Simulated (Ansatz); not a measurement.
**ClFGeH₂N radical: up Jacob's ladder to CCSD(T)**

Aim: compute ClFGeH₂N radical with functionals from several rungs and with coupled cluster, and see how far each lands from CCSD(T) at the basis-set limit for the atomisation energy.

Computed with Ansatz 0.2.0, Gaussian basis. Level: functionals in def2-TZVPP, the program's frozen cores in correlated methods.

Levels to be run: LDA (SPW92), PBE-D4, revPBE-D4, BLYP-D4, r2SCAN-D4, B97M-V, PBE0-D4, B3LYP-D4, r2SCANh-D4, r2SCAN0-D4, HSE06-D4, BHLYP-D4, CAM-B3LYP-D4, LC-ωPBE, ωB97X-V, ωB97M-V, B2PLYP, PBE-QIDH; CCSD(T)/def2-SVP; CCSD(T)/def2-TZVPP; MP2/def2-QZVPP; extrapolation to the limit; RPA on PBE.

## (1) The geometry

An earlier PBE0-D4 in a triple-zeta def2 set relaxation fixed the geometry.

SMILES `[NH2][Ge]([F])[Cl]`, 6 atoms, charge 0, spin multiplicity 2.

Atoms are counted from 1 here; the program's logs count them from 0.

Bond lengths: N1–Ge2 1.833 Å, N1–H5 1.013 Å, N1–H6 1.012 Å, Ge2–F3 1.741 Å, Ge2–Cl4 2.161 Å. Angles: Ge2–N1–H5 114.0°, Ge2–N1–H6 114.9°, H5–N1–H6 109.8°, N1–Ge2–F3 103.1°, N1–Ge2–Cl4 107.4°, F3–Ge2–Cl4 107.9°.

## (2) LDA

This LDA is Slater exchange with PW92 correlation.

in.yaml

```yaml
crystal:
  periodic: [false, false, false]
  atoms:
    - {symbol: N, position_ang: [0.006099, 0.949491, -0.165969]}
    - {symbol: Ge, position_ang: [-0.245387, -0.765987, 0.428783]}
    - {symbol: F, position_ang: [1.318166, -1.196693, 1.060813]}
    - {symbol: Cl, position_ang: [-0.623940, -2.000026, -1.304409]}
    - {symbol: H, position_ang: [0.392412, 1.574504, 0.531441]}
    - {symbol: H, position_ang: [-0.805251, 1.374809, -0.596760]}
basis:
  gaussian: {orbitals: def2-TZVPP}
magnetization: {spin_polarized: true, initial_magnetization: 1}
hamiltonian: {xc: lda}
output: {orbitals: {seedname: orbitals}}
```

Run with:

```sh
$ ansatz run in.yaml --threads 2 --pin off --events-out ev --progress --plain --max-ram 22528MiB --backend cpu
```

What it wrote:

```text
Functional definition: SPW92
  name "SPW92"
  cite "Dirac, Proc. Camb. Phil. Soc. 26, 376 (1930) doi:10.1017/S0305004100016108"
  cite "Slater, Phys. Rev. 81, 385 (1951) doi:10.1103/PhysRev.81.385"
  cite "Perdew & Wang, Phys. Rev. B 45, 13244 (1992) doi:10.1103/PhysRevB.45.13244"
  exchange = slater_x
  correlation = pw_c
1081 factors; their error is unknown
mean field evaluation 1: about -73116.4873 eV, gradient 6.0e1 eV
mean field evaluation 2: about -73047.7409 eV, gradient 1.2e2 eV
mean field evaluation 4: about -73127.6912 eV, gradient 1.5e1 eV
mean field evaluation 8: about -73128.6992 eV, gradient 2.9e-1 eV
mean field evaluation 16: about -73128.6810 eV, gradient 3.0e-4 eV
mean field -73128.68095577 eV, -2687.4294567244 hartree, gradient 1.9e-5 eV, S^2 0.751112; 0 other end points of the search recorded, 0 dependent functions left out
reference -73128.68098487 eV, -2687.4294577937 hartree; 34, 33 occupied and 146, 147 virtual orbitals, 1081 factors
Total energy: -73128.68098487 eV, -2687.4294577937 hartree
```

Run time: 1.8 s. Hardware: 2 threads of AMD EPYC 7R13, shared host.

With the free atoms at this level, -73105.546 eV in sum, the atomisation energy is 2232.2 kJ/mol. HOMO -5.71 eV, LUMO -4.91 eV.

## (3) PBE-D4 (GGA)

in.yaml, as its differences from that of step 2:

```diff
@@ -12,3 +12,3 @@
 magnetization: {spin_polarized: true, initial_magnetization: 1}
-hamiltonian: {xc: lda}
-output: {orbitals: {seedname: orbitals}}
+hamiltonian: {xc: pbe, dispersion: d4}
+output: {forces: true, orbitals: {seedname: orbitals}}
```

Launched as before.

What it wrote, shortened:

```text
Functional definition: PBE
  name "PBE"
  cite "Perdew, Burke & Ernzerhof, Phys. Rev. Lett. 77, 3865 (1996) doi:10.1103/PhysRevLett.77.3865"
  parent pbe
[...]
1081 factors; their error is unknown
[...]
mean field -73266.63186449 eV, -2692.4990591132 hartree, gradient 1.5e-5 eV, S^2 0.752107; 0 other end points of the search recorded, 0 dependent functions left out
[...]
reference -73266.63189583 eV, -2692.4990602648 hartree; 34, 33 occupied and 146, 147 virtual orbitals, 1081 factors
Total energy: -73266.76486963 eV, -2692.5039469621 hartree
Atom 0 at     0.006099     0.949491    -0.165969 Å, force     0.261697     0.149431    -0.303104 eV/Å
Atom 1 at    -0.245387    -0.765987     0.428783 Å, force    -0.704488    -0.139309     0.293884 eV/Å
Atom 2 at     1.318166    -1.196693     1.060813 Å, force     0.682635    -0.166307     0.269910 eV/Å
Atom 3 at    -0.623940    -2.000026    -1.304409 Å, force    -0.076173    -0.232944    -0.360381 eV/Å
Atom 4 at     0.392412     1.574504     0.531441 Å, force     0.117734     0.228926     0.235542 eV/Å
Atom 5 at    -0.805251     1.374809    -0.596760 Å, force    -0.281404     0.160203    -0.135851 eV/Å
Dipole moment:    -0.355375     0.587305     0.156875 e Å
```

Run time: 3.4 s. Hardware: 2 threads of AMD EPYC 7R13, shared host.

Atomisation energy: 1951.4 kJ/mol (free atoms -73246.540 eV, run apart). HOMO -5.61 eV, LUMO -4.53 eV.

## (4) revPBE-D4 (GGA)

in.yaml, as its differences from that of step 3:

```diff
@@ -12,3 +12,3 @@
 magnetization: {spin_polarized: true, initial_magnetization: 1}
-hamiltonian: {xc: pbe, dispersion: d4}
-output: {forces: true, orbitals: {seedname: orbitals}}
+hamiltonian: {xc: {name: revPBE}, dispersion: d4}
+output: {orbitals: {seedname: orbitals}}
```

The command is unchanged.

What it wrote:

```text
Functional definition: revPBE
  name "revPBE"
  cite "Zhang & Yang, Phys. Rev. Lett. 80, 890 (1998) doi:10.1103/PhysRevLett.80.890"
  cite "Perdew, Burke & Ernzerhof, Phys. Rev. Lett. 77, 3865 (1996) doi:10.1103/PhysRevLett.77.3865"
  parameter kappa = 1.245
  parameter beta = 0.06672455060314922
  exchange = pbe_x(kappa = kappa, mu = beta*pi^2/3)
  correlation = pbe_c(beta = beta)
1081 factors; their error is unknown
mean field evaluation 1: about -73264.8159 eV, gradient 5.8e1 eV
mean field evaluation 2: about -73200.0375 eV, gradient 1.2e2 eV
mean field evaluation 4: about -73275.7747 eV, gradient 1.3e1 eV
mean field evaluation 8: about -73276.5551 eV, gradient 2.9e-1 eV
mean field evaluation 16: about -73276.5372 eV, gradient 3.3e-4 eV
mean field -73276.53720406 eV, -2692.8630736283 hartree, gradient 2.2e-5 eV, S^2 0.752411; 0 other end points of the search recorded, 0 dependent functions left out
reference -73276.53724300 eV, -2692.8630750593 hartree; 34, 33 occupied and 146, 147 virtual orbitals, 1081 factors
Total energy: -73276.90476458 eV, -2692.8765812285 hartree
```

Wall time 4.1 s (2 threads of AMD EPYC 7R13, shared host).

Atomisation energy: 1886.0 kJ/mol (free atoms -73257.357 eV, run apart). HOMO -5.56 eV, LUMO -4.39 eV.

## (5) BLYP-D4 (GGA)

in.yaml, as its differences from that of step 4:

```diff
@@ -12,3 +12,3 @@
 magnetization: {spin_polarized: true, initial_magnetization: 1}
-hamiltonian: {xc: {name: revPBE}, dispersion: d4}
+hamiltonian: {xc: {name: BLYP}, dispersion: d4}
 output: {orbitals: {seedname: orbitals}}
```

The command is unchanged.

What it wrote:

```text
Functional definition: BLYP
  name "BLYP"
  cite "Becke, Phys. Rev. A 38, 3098 (1988) doi:10.1103/PhysRevA.38.3098"
  cite "Lee, Yang & Parr, Phys. Rev. B 37, 785 (1988) doi:10.1103/PhysRevB.37.785"
  parameter beta = 0.0042
  parameter a = 0.04918
  parameter b = 0.132
  parameter c = 0.2533
  parameter d = 0.349
  exchange = b88_x(beta = beta)
  correlation = lyp_c(a = a, b = b, c = c, d = d)
1081 factors; their error is unknown
mean field evaluation 1: about -73272.0524 eV, gradient 6.3e1 eV
mean field evaluation 2: about -73197.8780 eV, gradient 1.3e2 eV
mean field evaluation 4: about -73284.5677 eV, gradient 1.4e1 eV
mean field evaluation 8: about -73285.5229 eV, gradient 3.3e-1 eV
mean field evaluation 16: about -73285.5051 eV, gradient 3.7e-4 eV
mean field -73285.50513586 eV, -2693.1926390434 hartree, gradient 2.0e-5 eV, S^2 0.751884; 0 other end points of the search recorded, 0 dependent functions left out
reference -73285.50543021 eV, -2693.1926498604 hartree; 34, 33 occupied and 146, 147 virtual orbitals, 1081 factors
Total energy: -73285.79638086 eV, -2693.2033420997 hartree
```

Wall time 4.7 s (2 threads of AMD EPYC 7R13, shared host).

Atomisation energy: 1905.9 kJ/mol (free atoms -73266.043 eV, run apart). HOMO -5.45 eV, LUMO -4.54 eV.

## (6) r2SCAN-D4 (meta-GGA)

in.yaml, as its differences from that of step 5:

```diff
@@ -12,3 +12,3 @@
 magnetization: {spin_polarized: true, initial_magnetization: 1}
-hamiltonian: {xc: {name: BLYP}, dispersion: d4}
-output: {orbitals: {seedname: orbitals}}
+hamiltonian: {xc: r2scan, dispersion: d4}
+output: {forces: true, orbitals: {seedname: orbitals}}
```

Launched as before.

What it wrote, shortened:

```text
Functional definition: r2SCAN
  name "r2SCAN"
  cite "Furness, Kaplan, Ning, Perdew & Sun, J. Phys. Chem. Lett. 11, 8208 (2020) doi:10.1021/acs.jpclett.0c02405"
  cite "Furness, Kaplan, Ning, Perdew & Sun, J. Phys. Chem. Lett. 11, 9248 (2020) doi:10.1021/acs.jpclett.0c03077"
  parent r2scan
[...]
1081 factors; their error is unknown
[...]
mean field -73281.68334896 eV, -2693.0521909653 hartree, gradient 3.0e-5 eV, S^2 0.755392; 0 other end points of the search recorded, 0 dependent functions left out
[...]
reference -73281.68335872 eV, -2693.0521913239 hartree; 34, 33 occupied and 146, 147 virtual orbitals, 1081 factors
Total energy: -73281.71312214 eV, -2693.0532851094 hartree
Atom 0 at     0.006099     0.949491    -0.165969 Å, force     0.093591     0.040168    -0.095473 eV/Å
Atom 1 at    -0.245387    -0.765987     0.428783 Å, force    -0.123275    -0.073771     0.129558 eV/Å
Atom 2 at     1.318166    -1.196693     1.060813 Å, force     0.067153     0.004039    -0.005447 eV/Å
Atom 3 at    -0.623940    -2.000026    -1.304409 Å, force     0.005520    -0.026567    -0.064357 eV/Å
Atom 4 at     0.392412     1.574504     0.531441 Å, force    -0.019497     0.028262     0.022930 eV/Å
Atom 5 at    -0.805251     1.374809    -0.596760 Å, force    -0.023491     0.027869     0.012789 eV/Å
Dipole moment:    -0.371848     0.595334     0.170968 e Å
```

Run time: 9.1 s. Hardware: 2 threads of AMD EPYC 7R13, shared host.

Atomisation energy: 1902.2 kJ/mol (free atoms -73261.998 eV, run apart). HOMO -6.03 eV, LUMO -4.23 eV.

## (7) B97M-V (meta-GGA)

in.yaml, as its differences from that of step 6:

```diff
@@ -12,3 +12,3 @@
 magnetization: {spin_polarized: true, initial_magnetization: 1}
-hamiltonian: {xc: r2scan, dispersion: d4}
-output: {forces: true, orbitals: {seedname: orbitals}}
+hamiltonian: {xc: {name: B97M-V}}
+output: {orbitals: {seedname: orbitals}}
```

Launched as before.

What it wrote, shortened:

```text
Functional definition: B97M-V
  name "B97M-V"
  cite "Mardirossian & Head-Gordon, J. Chem. Phys. 142, 074111 (2015) doi:10.1063/1.4907719"
  cite "Becke, J. Chem. Phys. 107, 8554 (1997) doi:10.1063/1.475007"
  cite "Vydrov & Van Voorhis, J. Chem. Phys. 133, 244103 (2010) doi:10.1063/1.3521275"
  # Of w^i u^j: cxij and so on, Table III.
[...]
  gx(w, u) = cx00 + cx01*u + cx02*u^2 + (cx10 + cx11*u)*w
  gss(w, u) = css00 + css02*u^2 + css10*w + (css32*w^3 + css42*w^4)*u^2
  gos(w, u) = cos00 + cos01*u + cos03*u^3 + cos10*w + cos32*w^3*u^2
[...]
      + integral(e_c_pw_mod_opposite_spin*gos(b97_w_opposite, b97_u_opposite)) + vv10(b, c)
1081 factors; their error is unknown
[...]
mean field -73269.47190642 eV, -2692.6034287291 hartree, gradient 6.2e-5 eV, S^2 0.753237; 0 other end points of the search recorded, 0 dependent functions left out
reference -73269.47195130 eV, -2692.6034303785 hartree; 34, 33 occupied and 146, 147 virtual orbitals, 1081 factors
Total energy: -73269.47195130 eV, -2692.6034303785 hartree
```

Run time: 12 s. Hardware: 2 threads of AMD EPYC 7R13, shared host; peak memory 0.46 GiB.

With the free atoms at this level, -73249.699 eV in sum, the atomisation energy is 1907.8 kJ/mol. HOMO -5.89 eV, LUMO -4.51 eV.

## (8) PBE0-D4 (hybrid)

in.yaml, as its differences from that of step 7:

```diff
@@ -12,3 +12,3 @@
 magnetization: {spin_polarized: true, initial_magnetization: 1}
-hamiltonian: {xc: {name: B97M-V}}
+hamiltonian: {xc: pbe0, dispersion: d4}
 output: {orbitals: {seedname: orbitals}}
```

Its log isn't repeated here (it stands with the study of this molecule's fields); it ends on a total energy of -73269.125472 eV.

With the free atoms at this level, -73249.641 eV in sum, the atomisation energy is 1880.0 kJ/mol. HOMO -6.90 eV, LUMO -3.65 eV.

## (9) B3LYP-D4 (hybrid)

B3LYP here takes the VWN-RPA correlation.

in.yaml, as its differences from that of step 8:

```diff
@@ -12,3 +12,3 @@
 magnetization: {spin_polarized: true, initial_magnetization: 1}
-hamiltonian: {xc: pbe0, dispersion: d4}
-output: {orbitals: {seedname: orbitals}}
+hamiltonian: {xc: {name: B3LYP}, dispersion: d4}
+output: {forces: true, orbitals: {seedname: orbitals}}
```

Same command.

What it wrote, shortened:

```text
Functional definition: B3LYP
  name "B3LYP"
  cite "Stephens, Devlin, Chabalowski & Frisch, J. Phys. Chem. 98, 11623 (1994) doi:10.1021/j100096a001"
  cite "Becke, Phys. Rev. A 38, 3098 (1988) doi:10.1103/PhysRevA.38.3098"
  cite "Lee, Yang & Parr, Phys. Rev. B 37, 785 (1988) doi:10.1103/PhysRevB.37.785"
  cite "Vosko, Wilk & Nusair, Can. J. Phys. 58, 1200 (1980) doi:10.1139/p80-159"
[...]
1131 factors; their error is unknown
[...]
mean field -73286.22045202 eV, -2693.2189264274 hartree, gradient 5.6e-5 eV, S^2 0.753973; 0 other end points of the search recorded, 0 dependent functions left out
[...]
reference -73286.22067264 eV, -2693.2189345351 hartree; 34, 33 occupied and 146, 147 virtual orbitals, 1131 factors
Total energy: -73286.43865668 eV, -2693.2269453007 hartree
Atom 0 at     0.006099     0.949491    -0.165969 Å, force     0.057076     0.310495    -0.100591 eV/Å
Atom 1 at    -0.245387    -0.765987     0.428783 Å, force    -0.376306    -0.066828     0.307346 eV/Å
Atom 2 at     1.318166    -1.196693     1.060813 Å, force     0.369749    -0.088096     0.133304 eV/Å
Atom 3 at    -0.623940    -2.000026    -1.304409 Å, force    -0.058425    -0.218728    -0.318051 eV/Å
Atom 4 at     0.392412     1.574504     0.531441 Å, force     0.002647     0.033758    -0.016670 eV/Å
Atom 5 at    -0.805251     1.374809    -0.596760 Å, force     0.005259     0.029399    -0.005338 eV/Å
Dipole moment:    -0.396486     0.588947     0.176659 e Å
```

Run time: 8 s. Hardware: 2 threads of AMD EPYC 7R13, shared host; peak memory 0.64 GiB.

With the free atoms at this level, -73266.945 eV in sum, the atomisation energy is 1880.8 kJ/mol. HOMO -6.64 eV, LUMO -4.05 eV.

## (10) r2SCANh-D4 (hybrid)

in.yaml, as its differences from that of step 9:

```diff
@@ -12,3 +12,3 @@
 magnetization: {spin_polarized: true, initial_magnetization: 1}
-hamiltonian: {xc: {name: B3LYP}, dispersion: d4}
-output: {forces: true, orbitals: {seedname: orbitals}}
+hamiltonian: {xc: {name: r2SCANh}, dispersion: d4}
+output: {orbitals: {seedname: orbitals}}
```

Same command.

What it wrote, shortened:

```text
Functional definition: r2SCANh
  name "r2SCANh"
  cite "Bursch, Neugebauer, Ehlert & Grimme, J. Chem. Phys. 156, 134105 (2022) doi:10.1063/5.0086040"
  cite "Furness, Kaplan, Ning, Perdew & Sun, J. Phys. Chem. Lett. 11, 8208 (2020) doi:10.1021/acs.jpclett.0c02405"
  cite "Furness, Kaplan, Ning, Perdew & Sun, J. Phys. Chem. Lett. 11, 9248 (2020) doi:10.1021/acs.jpclett.0c03077"
  parent r2scan
[...]
1100 factors; their error is unknown
[...]
mean field -73281.15760110 eV, -2693.0328700878 hartree, gradient 7.5e-5 eV, S^2 0.756399; 0 other end points of the search recorded, 0 dependent functions left out
reference -73281.15761002 eV, -2693.0328704156 hartree; 34, 33 occupied and 146, 147 virtual orbitals, 1100 factors
Total energy: -73281.18987076 eV, -2693.0340559760 hartree
```

Wall time 11 s (2 threads of AMD EPYC 7R13, shared host); peak memory 0.68 GiB.

With the free atoms at this level, -73261.740 eV in sum, the atomisation energy is 1876.7 kJ/mol. HOMO -6.50 eV, LUMO -3.91 eV.

## (11) r2SCAN0-D4 (hybrid)

in.yaml, as its differences from that of step 10:

```diff
@@ -12,3 +12,3 @@
 magnetization: {spin_polarized: true, initial_magnetization: 1}
-hamiltonian: {xc: {name: r2SCANh}, dispersion: d4}
+hamiltonian: {xc: {name: r2SCAN0}, dispersion: d4}
 output: {orbitals: {seedname: orbitals}}
```

Launched as before.

What it wrote, shortened:

```text
Functional definition: r2SCAN0
  name "r2SCAN0"
  cite "Bursch, Neugebauer, Ehlert & Grimme, J. Chem. Phys. 156, 134105 (2022) doi:10.1063/5.0086040"
  cite "Furness, Kaplan, Ning, Perdew & Sun, J. Phys. Chem. Lett. 11, 8208 (2020) doi:10.1021/acs.jpclett.0c02405"
  cite "Furness, Kaplan, Ning, Perdew & Sun, J. Phys. Chem. Lett. 11, 9248 (2020) doi:10.1021/acs.jpclett.0c03077"
  parent r2scan
[...]
1155 factors; their error is unknown
[...]
mean field -73280.41339451 eV, -2693.0055210002 hartree, gradient 6.8e-5 eV, S^2 0.757996; 0 other end points of the search recorded, 0 dependent functions left out
reference -73280.41340218 eV, -2693.0055212821 hartree; 34, 33 occupied and 146, 147 virtual orbitals, 1155 factors
Total energy: -73280.44945994 eV, -2693.0068463801 hartree
```

It took 11 s on 2 threads of AMD EPYC 7R13, shared host; peak memory 0.69 GiB.

Atomisation energy: 1840.5 kJ/mol (free atoms -73261.374 eV, run apart). HOMO -7.21 eV, LUMO -3.42 eV.

## (12) HSE06-D4 (hybrid)

HSE06 is the plane-wave form, built on full-range PBE exchange.

in.yaml, as its differences from that of step 11:

```diff
@@ -12,3 +12,3 @@
 magnetization: {spin_polarized: true, initial_magnetization: 1}
-hamiltonian: {xc: {name: r2SCAN0}, dispersion: d4}
+hamiltonian: {xc: hse06, dispersion: d4}
 output: {orbitals: {seedname: orbitals}}
```

The command is unchanged.

What it wrote, shortened:

```text
Functional definition: HSE06
  name "HSE06"
  cite "Heyd, Scuseria & Ernzerhof, J. Chem. Phys. 118, 8207 (2003) doi:10.1063/1.1564060"
  cite "Krukau, Vydrov, Izmaylov & Scuseria, J. Chem. Phys. 125, 224106 (2006) doi:10.1063/1.2404663"
  cite "Heyd & Scuseria, J. Chem. Phys. 120, 7274 (2004) doi:10.1063/1.1668634"
  cite "Ernzerhof & Perdew, J. Chem. Phys. 109, 3313 (1998) doi:10.1063/1.476928"
  cite "Perdew, Burke & Ernzerhof, Phys. Rev. Lett. 77, 3865 (1996) doi:10.1103/PhysRevLett.77.3865"
  parent pbe
[...]
  # The whole range is PBE's own exchange, as in plane waves. The composition of these papers is wPBEh.
[...]
1155 factors; their error is unknown
79 factors; integrals over basis functions are off by at most 3.8e-7 eV
[...]
mean field -73268.64947227 eV, -2692.5732048316 hartree, gradient 3.8e-5 eV, S^2 0.754550; 0 other end points of the search recorded, 0 dependent functions left out
reference -73268.64950413 eV, -2692.5732060025 hartree; 34, 33 occupied and 146, 147 virtual orbitals, 1155 factors
Total energy: -73268.75482322 eV, -2692.5770764076 hartree
```

It took 8 s on 2 threads of AMD EPYC 7R13, shared host; peak memory 0.68 GiB.

Atomisation energy: 1881.9 kJ/mol (free atoms -73249.250 eV, run apart). HOMO -6.50 eV, LUMO -4.02 eV.

## (13) BHLYP-D4 (hybrid)

in.yaml, as its differences from that of step 12:

```diff
@@ -12,3 +12,3 @@
 magnetization: {spin_polarized: true, initial_magnetization: 1}
-hamiltonian: {xc: hse06, dispersion: d4}
+hamiltonian: {xc: {name: BHLYP}, dispersion: d4}
 output: {orbitals: {seedname: orbitals}}
```

The command is unchanged.

What it wrote:

```text
Functional definition: BHLYP
  name "BHLYP"
  cite "Becke, J. Chem. Phys. 98, 1372 (1993) doi:10.1063/1.464304"
  cite "Becke, Phys. Rev. A 38, 3098 (1988) doi:10.1103/PhysRevA.38.3098"
  cite "Lee, Yang & Parr, Phys. Rev. B 37, 785 (1988) doi:10.1103/PhysRevB.37.785"
  parameter a = 0.5
  exchange = (1 - a)*b88_x + a*exact_x
  correlation = lyp_c
1266 factors; their error is unknown
mean field evaluation 1: about -73274.9890 eV, gradient 4.2e1 eV
mean field evaluation 2: about -73269.4471 eV, gradient 5.6e1 eV
mean field evaluation 4: about -73281.4297 eV, gradient 2.2e0 eV
mean field evaluation 8: about -73282.1071 eV, gradient 2.2e-1 eV
mean field evaluation 16: about -73282.1073 eV, gradient 1.9e-4 eV
mean field -73282.10728224 eV, -2693.0677702259 hartree, gradient 8.2e-5 eV, S^2 0.758362; 0 other end points of the search recorded, 0 dependent functions left out
reference -73282.10743319 eV, -2693.0677757733 hartree; 34, 33 occupied and 146, 147 virtual orbitals, 1266 factors
Total energy: -73282.28843732 eV, -2693.0744275523 hartree
```

It took 6.5 s on 2 threads of AMD EPYC 7R13, shared host; peak memory 0.66 GiB.

With the free atoms at this level, -73263.739 eV in sum, the atomisation energy is 1789.8 kJ/mol. HOMO -8.03 eV, LUMO -2.85 eV.

## (14) CAM-B3LYP-D4 (range-separated)

in.yaml, as its differences from that of step 13:

```diff
@@ -12,3 +12,3 @@
 magnetization: {spin_polarized: true, initial_magnetization: 1}
-hamiltonian: {xc: {name: BHLYP}, dispersion: d4}
+hamiltonian: {xc: {name: CAM-B3LYP}, dispersion: d4}
 output: {orbitals: {seedname: orbitals}}
```

Launched as before.

What it wrote, shortened:

```text
Functional definition: CAM-B3LYP
  name "CAM-B3LYP"
  cite "Yanai, Tew & Handy, Chem. Phys. Lett. 393, 51 (2004) doi:10.1016/j.cplett.2004.06.011"
  cite "Iikura, Tsuneda, Yanai & Hirao, J. Chem. Phys. 115, 3540 (2001) doi:10.1063/1.1383587"
  cite "Becke, Phys. Rev. A 38, 3098 (1988) doi:10.1103/PhysRevA.38.3098"
  cite "Lee, Yang & Parr, Phys. Rev. B 37, 785 (1988) doi:10.1103/PhysRevB.37.785"
  cite "Vosko, Wilk & Nusair, Can. J. Phys. 58, 1200 (1980) doi:10.1139/p80-159"
[...]
  # Exact exchange under (alpha + beta erf(omega r))/r, Becke's under what is left of 1/r.
[...]
1131 factors; their error is unknown
233 factors; integrals over basis functions are off by at most 1.1e-5 eV
[...]
mean field -73286.97589954 eV, -2693.2466886118 hartree, gradient 7.2e-5 eV, S^2 0.755860; 0 other end points of the search recorded, 0 dependent functions left out
reference -73286.97600710 eV, -2693.2466925644 hartree; 34, 33 occupied and 146, 147 virtual orbitals, 1131 factors
Total energy: -73287.09107172 eV, -2693.2509211111 hartree
```

Run time: 9 s. Hardware: 2 threads of AMD EPYC 7R13, shared host; peak memory 0.73 GiB.

Atomisation energy: 1889.2 kJ/mol (free atoms -73267.511 eV, run apart). HOMO -8.19 eV, LUMO -2.78 eV.

(Part 1 of 2 ends here.)
